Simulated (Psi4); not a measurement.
# B2H2ClF (SMILES BB(F)Cl) at OMP2/def2-SVPD

What is the energy change on altering one bond length of B2H2ClF at OMP2/def2-SVPD? 

The calculation is run with Psi4 1.11.

## (1) The molecule

B2H2ClF: 6 atoms, total charge 0, spin state singlet. As SMILES, `BB(F)Cl`. The shape is that of a GFN2-xTB optimisation.

Bond lengths: B1–B2 1.693 Å, B2–F3 1.330 Å, B2–Cl4 1.725 Å, B1–H5 1.168 Å, B1–H6 1.168 Å. Angles: B1–B2–F3 122.1°, B1–B2–Cl4 125.0°, F3–B2–Cl4 112.9°, B2–B1–H5 121.9°, B2–B1–H6 121.0°, H5–B1–H6 117.0°.

## (2) The energy at OMP2/def2-SVPD

b2clfh2.xyz reads:

```xyz
6
B2ClFH2
B     -0.417340     0.827850    -0.008770
B      0.388000    -0.658830     0.075430
F      1.225520    -0.954590     1.065430
Cl     0.216290    -1.943680    -1.063410
H     -1.126500     1.097140    -0.896900
H     -0.285970     1.632120     0.828220
```

b2clfh2.py reads:

```python
import psi4

psi4.set_memory('1600 MB')
psi4.set_num_threads(1)
psi4.core.set_output_file('psi4.out', False)

with open('b2clfh2.xyz') as f:
    atoms = ''.join(f.readlines()[2:])
geom = psi4.geometry('0 1\n' + atoms + 'symmetry c1\nno_reorient\nno_com')

options = {'basis': 'def2-SVPD', 'puream': True, 'e_convergence': 1e-09, 'd_convergence': 1e-08, 'scf_type': 'pk', 'num_frozen_docc': 8}
psi4.set_options(options)

result = psi4.energy('omp2', molecule=geom)
print(f'omp2 energy: {result:.10f} Eh')
```

The run is started by

```console
$ python b2clfh2.py
```

psi4.out:

```text
=> Loading Basis Set <=

    Name: DEF2-SVPD
    Role: ORBITAL
    Keyword: BASIS

         ---------------------------------------------------------
                                   SCF
                              RHF Reference
                        1 Threads,   1525 MiB Core
         ---------------------------------------------------------

  ==> Geometry <==

    Molecular point group: c1
    Full point group: C1

    Geometry (in Angstrom), charge = 0, multiplicity = 1:

       Center              X                  Y                   Z               Mass
    ------------   -----------------  -----------------  -----------------  -----------------
         B           -0.417340000000     0.827850000000    -0.008770000000    11.009305360000
         B            0.388000000000    -0.658830000000     0.075430000000    11.009305360000
         F            1.225520000000    -0.954590000000     1.065430000000    18.998403162730
         CL           0.216290000000    -1.943680000000    -1.063410000000    34.968852682000
         H           -1.126500000000     1.097140000000    -0.896900000000     1.007825032230
         H           -0.285970000000     1.632120000000     0.828220000000     1.007825032230

  Running in c1 symmetry.

  Rotational constants: A =      0.24901  B =      0.08613  C =      0.06400 [cm^-1]
  Rotational constants: A =   7465.03546  B =   2582.04821  C =   1918.53023 [MHz]
  Nuclear repulsion =  121.979216410108805

  Charge       = 0
  Multiplicity = 1
  Electrons    = 38
  Nalpha       = 19
  Nbeta        = 19

  ==> Algorithm <==

  SCF Algorithm Type is PK.
  DIIS enabled.
  MOM disabled.
  Fractional occupation disabled.
  Guess Type is SAD.
  Energy threshold   = 1.00e-09
  Density threshold  = 1.00e-08
  Integral threshold = 1.00e-12

  ==> Primary Basis <==

  Basis Set: DEF2-SVPD
    Blend: DEF2-SVPD
    Number of shells: 44
    Number of basis functions: 106
    Number of Cartesian functions: 114
    Spherical Harmonics?: true
    Max angular momentum: 2

  ==> Integral Setup <==

  Using in-core PK algorithm.
   Calculation information:
      Number of atoms:                   6
      Number of AO shells:              44
      Number of primitives:             76
      Number of atomic orbitals:       114
      Number of basis functions:       106

      Integral cutoff                 1.00e-12
      Number of threads:                 1

  Performing in-core PK
  Using 32165912 doubles for integral storage.
  We computed 470923 shell quartets total.
  Whereas there are 490545 unique shell quartets.

  ==> DiskJK: Disk-Based J/K Matrices <==

    J tasked:                  Yes
    K tasked:                  Yes
    wK tasked:                  No
    Memory [MiB]:             1144
    Schwarz Cutoff:          1E-12

  Minimum eigenvalue in the overlap matrix is 1.9916716705E-04.
  Reciprocal condition number of the overlap matrix is 2.5050765849E-05.
    Using symmetric orthogonalization.

  ==> Pre-Iterations <==

  SCF Guess: Superposition of Atomic Densities via on-the-fly atomic UHF (no occupation information).

   -------------------------
    Irrep   Nso     Nmo
   -------------------------
     A        106     106
   -------------------------
    Total     106     106
   -------------------------

  ==> Iterations <==

                        Total Energy        Delta E     RMS |[F,P]|

   @RHF iter SAD:  -608.43340881087261   -6.08433e+02   0.00000e+00
   @RHF iter   1:  -609.23651842947868   -8.03110e-01   2.74671e-03 ADIIS/DIIS
   @RHF iter   2:  -609.26725415751866   -3.07357e-02   1.61765e-03 ADIIS/DIIS
   @RHF iter   3:  -609.27713218618021   -9.87803e-03   2.54562e-04 ADIIS/DIIS
   @RHF iter   4:  -609.27793937448178   -8.07188e-04   5.86529e-05 DIIS
   @RHF iter   5:  -609.27799937946008   -6.00050e-05   1.76654e-05 DIIS
   @RHF iter   6:  -609.27800557667024   -6.19721e-06   6.07304e-06 DIIS
   @RHF iter   7:  -609.27800620658797   -6.29918e-07   1.62843e-06 DIIS
   @RHF iter   8:  -609.27800626507963   -5.84917e-08   3.66843e-07 DIIS
   @RHF iter   9:  -609.27800626752207   -2.44245e-09   9.64550e-08 DIIS
   @RHF iter  10:  -609.27800626769385   -1.71781e-10   2.91814e-08 DIIS
   @RHF iter  11:  -609.27800626771318   -1.93268e-11   7.78493e-09 DIIS
  Energy and wave function converged.

  ==> Post-Iterations <==

    Orbital Energies [Eh]
    ---------------------

    Doubly Occupied:

       1A   -104.812814     2A    -26.314149     3A    -10.575110
       4A     -8.049789     5A     -8.047692     6A     -8.047020
       7A     -7.716125     8A     -7.625746     9A     -1.606583
      10A     -1.128308    11A     -0.800257    12A     -0.740217
      13A     -0.696264    14A     -0.691581    15A     -0.610191
      16A     -0.517471    17A     -0.497976    18A     -0.492342
      19A     -0.454079

    Virtual:

      20A      0.008390    21A      0.067561    22A      0.092720
      23A      0.118236    24A      0.123008    25A      0.132012
      26A      0.157790    27A      0.159880    28A      0.171499
      29A      0.195540    30A      0.199721    31A      0.210031
      32A      0.234485    33A      0.264619    34A      0.275418
      35A      0.279748    36A      0.283447    37A      0.299782
      38A      0.314904    39A      0.337856    40A      0.348539
      41A      0.370463    42A      0.373619    43A      0.394654
      44A      0.410028    45A      0.425252    46A      0.437861
      47A      0.445300    48A      0.456523    49A      0.465564
      50A      0.477329    51A      0.478879    52A      0.490940
      53A      0.512447    54A      0.523558    55A      0.566434
      56A      0.592851    57A      0.610901    58A      0.637668
      59A      0.698156    60A      0.707942    61A      0.714044
      62A      0.749736    63A      0.803105    64A      0.815995
      65A      0.821511    66A      0.825490    67A      0.873239
      68A      0.960525    69A      1.025752    70A      1.101543
      71A      1.149718    72A      1.169963    73A      1.200350
      74A      1.220680    75A      1.248979    76A      1.267898
      77A      1.289688    78A      1.293270    79A      1.328920
      80A      1.342063    81A      1.457783    82A      1.557581
      83A      1.588572    84A      1.598578    85A      1.647935
      86A      1.750754    87A      1.763910    88A      1.799652
      89A      1.880862    90A      1.894561    91A      1.940905
      92A      1.971113    93A      2.130726    94A      2.144648
      95A      2.159560    96A      2.256581    97A      2.341927
      98A      2.522374    99A      2.585501   100A      2.963440
     101A      3.032689   102A      3.711447   103A      3.737453
     104A      3.793878   105A      3.901755   106A      4.257144

    Final Occupation by Irrep:
              A
    DOCC [    19 ]
    NA   [    19 ]
    NB   [    19 ]

  @RHF Final Energy:  -609.27800626771318

   => Energetics <=

    Nuclear Repulsion Energy =            121.9792164101088048
    One-Electron Energy =               -1083.6670188299754045
    Two-Electron Energy =                 352.4097961521534330
    Total Energy =                       -609.2780062677131809

Computation Completed

Properties will be evaluated at   0.000000,   0.000000,   0.000000 [a0]

Properties computed using the SCF density matrix

 Multipole Moments:

 ------------------------------------------------------------------------------------
     Multipole            Electronic (a.u.)      Nuclear  (a.u.)        Total (a.u.)
 ------------------------------------------------------------------------------------

 L = 1.  Multiply by 2.5417464519 to convert [e a0] to [Debye]
 Dipole X            :        -25.1214062           24.8450609           -0.2763454
 Dipole Y            :         72.3754213          -71.9220504            0.4533709
 Dipole Z            :         15.4564245          -15.5420147           -0.0855903
 Magnitude           :                                                    0.5378082

 ------------------------------------------------------------------------------------

	total time  =          2 seconds =       0.03 minutes
  Constructing Basis Sets for DFOCC...

   => Loading Basis Set <=

    Name: (DEF2-SVPD AUX)
    Role: JKFIT
    Keyword: DF_BASIS_SCF

   => Loading Basis Set <=

    Name: (DEF2-SVPD AUX)
    Role: RIFIT
    Keyword: DF_BASIS_CC

  Module DFOCC Options:
  ----------------------------------------------------------------------------
  ACTIVE                        => (empty)
  BASIS_RELATIVISTIC            => (empty)
  BENCH                         => (empty)
  CC_DIIS_MAX_VECS              => (empty)
  CC_DIIS_MIN_VECS              => (empty)
  CC_LAMBDA                     => (empty)
  CC_MAXITER                    => (empty)
  CC_TYPE                       => (empty)
  CHOLESKY                      => FALSE           !
  CHOLESKY_TOLERANCE            => (empty)
  CI_TYPE                       => (empty)
  COMPUT_S2                     => (empty)
  CUBEPROP_BASIS_FUNCTIONS      => (empty)
  CUBEPROP_FILEPATH             => (empty)
  CUBEPROP_ISOCONTOUR_THRESHOLD => (empty)
  CUBEPROP_ORBITALS             => (empty)
  CUBEPROP_TASKS                => (empty)
  CUBIC_BASIS_TOLERANCE         => (empty)
  CUBIC_BLOCK_MAX_POINTS        => (empty)
  CUBIC_GRID_OVERAGE            => (empty)
  CUBIC_GRID_SPACING            => (empty)
  CUTOFF                        => (empty)
  DDX                           => (empty)
  DEBUG                         => (empty)
  DERTYPE                       => (empty)
  DF_BASIS_CC                   => (empty)
  DIE_IF_NOT_CONVERGED          => (empty)
  DKH_ORDER                     => (empty)
  DOCC                          => (empty)
  DO_DIIS                       => (empty)
  DO_LEVEL_SHIFT                => (empty)
  DO_SCS                        => FALSE           !
  DO_SOS                        => FALSE           !
  E3_SCALE                      => (empty)
  EKT_IP                        => (empty)
  EXTERNAL_POTENTIAL_SYMMETRY   => (empty)
  E_CONVERGENCE                 => 1e-09           !
  FREEZE_CORE                   => (empty)
  FREEZE_CORE_POLICY            => (empty)
  FROZEN_DOCC                   => (empty)
  FROZEN_UOCC                   => (empty)
  HESS_TYPE                     => (empty)
  INTEGRAL_CUTOFF               => (empty)
  INTEGRAL_PACKAGE              => (empty)
  LEVEL_SHIFT                   => (empty)
  LINEQ_SOLVER                  => (empty)
  LITERAL_CFOUR                 => (empty)
  LS_THC_BASIS_TOLERANCE        => (empty)
  LS_THC_DF                     => (empty)
  LS_THC_PRUNING_SCHEME         => (empty)
  LS_THC_RADIAL_POINTS          => (empty)
  LS_THC_SPHERICAL_POINTS       => (empty)
  LS_THC_S_EPSILON              => (empty)
  LS_THC_WEIGHTS_TOLERANCE      => (empty)
  MAT_NUM_COLUMN_PRINT          => (empty)
  MAX_MOGRAD_CONVERGENCE        => (empty)
  MAX_RADIAL_MOMENT             => (empty)
  MBIS_D_CONVERGENCE            => (empty)
  MBIS_MAXITER                  => (empty)
  MBIS_PRUNING_SCHEME           => (empty)
  MBIS_RADIAL_POINTS            => (empty)
  MBIS_SPHERICAL_POINTS         => (empty)
  MOLDEN_WITH_VIRTUAL           => (empty)
  MOLDEN_WRITE                  => (empty)
  MO_DIIS_NUM_VECS              => (empty)
  MO_MAXITER                    => (empty)
  MO_STEP_MAX                   => (empty)
  MP2_AMP_TYPE                  => (empty)
  MP2_OS_SCALE                  => (empty)
  MP2_SOS_SCALE                 => (empty)
  MP2_SOS_SCALE2                => (empty)
  MP2_SS_SCALE                  => (empty)
  MP2_TYPE                      => (empty)
  MP_TYPE                       => (empty)
  NAT_ORBS                      => FALSE           !
  NUM_FROZEN_DOCC               => 8               !
  NUM_FROZEN_UOCC               => (empty)
  NUM_GPUS                      => (empty)
  OCC_ORBS_PRINT                => (empty)
  OEPROP                        => (empty)
  OO_SCALE                      => (empty)
  OPT_METHOD                    => (empty)
  ORBITAL_OPTIMIZER_PACKAGE     => (empty)
  ORB_OPT                       => TRUE            !
  ORB_RESP_SOLVER               => (empty)
  ORTH_TYPE                     => (empty)
  PARENT_SYMMETRY               => (empty)
  PCG_BETA_TYPE                 => (empty)
  PCG_CONVERGENCE               => (empty)
  PCG_MAXITER                   => (empty)
  PCM                           => (empty)
  PE                            => (empty)
  PPL_TYPE                      => (empty)
  PRINT                         => (empty)
  PRINT_NOONS                   => (empty)
  PROPERTIES                    => (empty)
  PROPERTIES_ORIGIN             => (empty)
  PUREAM                        => TRUE            !
  QCHF                          => (empty)
  QC_MODULE                     => (empty)
  RAS1                          => (empty)
  RAS2                          => (empty)
  RAS3                          => (empty)
  RAS4                          => (empty)
  READ_SCF_3INDEX               => (empty)
  REGULARIZATION                => (empty)
  REG_PARAM                     => (empty)
  RELATIVISTIC                  => (empty)
  REMP_A                        => (empty)
  RESTRICTED_DOCC               => (empty)
  RESTRICTED_UOCC               => (empty)
  RMS_MOGRAD_CONVERGENCE        => (empty)
  R_CONVERGENCE                 => (empty)
  SCF_TYPE                      => PK              !
  SCREENING                     => (empty)
  SCS_TYPE                      => (empty)
  SOCC                          => (empty)
  SOS_TYPE                      => (empty)
  TRIPLES_IABC_TYPE             => (empty)
  WFN                           => (empty)
  WFN_TYPE                      => DF-OMP2         !
  WRITER_FILE_LABEL             => (empty)
  ZORA_BASIS_TOLERANCE          => (empty)
  ZORA_NR_DEBUG                 => (empty)
  ZORA_PRUNING_SCHEME           => (empty)
  ZORA_RADIAL_POINTS            => (empty)
  ZORA_SPHERICAL_POINTS         => (empty)

	Warning: cc_lambda option is changed to TRUE
	For this residual convergence, default PCG convergence is:     1.00e-07
	For this energy convergence, default RMS orbital gradient is:     3.16e-07
	For this energy convergence, default MAX orbital gradient is:     2.00e-06

 ==============================================================================
 ==============================================================================
 ==============================================================================

                      DF-OMP2 (DF-OO-MP2)

 ==============================================================================
 ==============================================================================
 ==============================================================================

	MO Hessian type is changed to 'HF'
	MO spaces...

	 FC   OCC   VIR   FV
	----------------------
	  8   11    87    0
	Number of basis functions in the DF-HF basis: 391
	Number of basis functions in the DF-CC basis: 316

	Minimum required memory for amplitudes:     20.96 MB

	Computing DF-MP2 energy using SCF MOs (Canonical DF-MP2)...
	=======================================================================
	Nuclear Repulsion Energy (a.u.)    :   121.97921641010880
	DF-HF Energy (a.u.)                :  -609.27800626771318
	REF Energy (a.u.)                  :  -609.27800626771318
	DF-MP2 Correlation Energy (a.u.)   :    -0.49887886227300
	DF-MP2 Total Energy (a.u.)         :  -609.77688512998623
	=======================================================================

	Number of independent-pairs: 1741

 ==============================================================================
 ================ Performing DF-OMP2 iterations... ============================
 ==============================================================================
	            Minimizing DF-MP2-L Functional
	            ------------------------------
 Iter       E_total           DE           RMS MO Grad      MAX MO Grad      RMS T2
 ----    ---------------    ----------     -----------      -----------     ----------
	successfully fired up coupled DIIS...
   1     -609.7832669954     -6.34e-03       3.75e-04         4.74e-03        1.83e-05
   2     -609.7834541459     -1.87e-04       1.74e-04         2.36e-03        2.79e-06
   3     -609.7835128468     -5.87e-05       1.32e-04         1.90e-03        2.25e-07
   4     -609.7835786027     -6.58e-05       8.12e-05         1.40e-03        3.44e-07
   5     -609.7836085338     -2.99e-05       5.11e-05         9.12e-04        1.04e-07
   6     -609.7836196319     -1.11e-05       3.45e-05         6.30e-04        8.36e-08
   7     -609.7836261169     -6.48e-06       1.89e-05         3.90e-04        3.91e-08
   8     -609.7836274963     -1.38e-06       1.29e-05         2.79e-04        3.45e-08
   9     -609.7836280956     -5.99e-07       9.34e-06         1.92e-04        2.11e-08
  10     -609.7836284742     -3.79e-07       6.33e-06         1.05e-04        1.99e-08
  11     -609.7836286056     -1.31e-07       5.12e-06         9.06e-05        4.26e-09
  12     -609.7836287289     -1.23e-07       3.53e-06         7.52e-05        9.00e-09
  13     -609.7836287729     -4.39e-08       2.94e-06         6.42e-05        1.90e-09
  14     -609.7836288086     -3.57e-08       2.40e-06         5.31e-05        3.58e-09
  15     -609.7836288404     -3.18e-08       1.88e-06         3.89e-05        1.52e-09
  16     -609.7836288591     -1.86e-08       1.45e-06         2.83e-05        2.00e-09
  17     -609.7836288722     -1.32e-08       1.00e-06         2.08e-05        1.69e-09
  18     -609.7836288761     -3.84e-09       7.90e-07         1.68e-05        8.35e-10
  19     -609.7836288789     -2.86e-09       5.64e-07         9.54e-06        1.38e-09
  20     -609.7836288803     -1.43e-09       4.08e-07         8.14e-06        9.13e-10
  21     -609.7836288810     -7.13e-10       3.06e-07         7.29e-06        3.64e-10
  22     -609.7836288813     -2.27e-10       2.65e-07         6.89e-06        2.74e-10
  23     -609.7836288815     -2.18e-10       2.19e-07         6.29e-06        2.84e-10
  24     -609.7836288816     -1.20e-10       1.90e-07         5.70e-06        1.83e-10
  25     -609.7836288817     -9.36e-11       1.67e-07         5.10e-06        9.87e-11
  26     -609.7836288818     -1.02e-10       1.43e-07         4.31e-06        1.30e-10
  27     -609.7836288819     -1.06e-10       1.13e-07         3.22e-06        1.29e-10
  28     -609.7836288820     -4.38e-11       9.92e-08         2.58e-06        9.06e-11
  29     -609.7836288820     -3.35e-11       8.47e-08         2.07e-06        6.60e-11
  30     -609.7836288820     -3.63e-11       6.50e-08         1.46e-06        1.08e-10
  31     -609.7836288820     -1.73e-11       5.19e-08         1.12e-06        5.05e-11
  32     -609.7836288821     -1.25e-11       3.85e-08         8.52e-07        7.50e-11
  33     -609.7836288821     -5.57e-12       2.92e-08         6.95e-07        3.68e-11

 ==============================================================================
 ======================== DF-OMP2 ITERATIONS ARE CONVERGED ====================
 ==============================================================================

	Computing MP2 energy using optimized MOs...
	=======================================================================
	Nuclear Repulsion Energy (a.u.)    :   121.97921641010880
	DF-HF Energy (a.u.)                :  -609.27800626771318
	REF Energy (a.u.)                  :  -609.27072483473057
	DF-MP2 Correlation Energy (a.u.)   :    -0.50562261437324
	DF-MP2 Total Energy (a.u.)         :  -609.78362888208642
	=======================================================================

	=======================================================================
	================ DF-OMP2 FINAL RESULTS ================================
	=======================================================================
	Nuclear Repulsion Energy (a.u.)    :   121.97921641010880
	DF-HF Energy (a.u.)                :  -609.27800626771318
	REF Energy (a.u.)                  :  -609.27072483473057
	DF-OMP2 Correlation Energy (a.u.)  :    -0.50562261435130
	Edfomp2 - Eref (a.u.)              :    -0.51290404733390
	DF-OMP2 Total Energy (a.u.)        :  -609.78362888206448
	=======================================================================

	total time  =         20 seconds =       0.33 minutes
```

The script printed:

```text
Memory set to   1.490 GiB by Python driver.
  Threads set to 1 by Python driver.
omp2 energy: -609.7836288821 Eh
```

Run time: 22 s. Hardware: 1 thread of Intel Xeon Gold 6455B (Sapphire Rapids), shared host; peak memory 0.42 GiB.

(Part 1 of 2 ends here.)
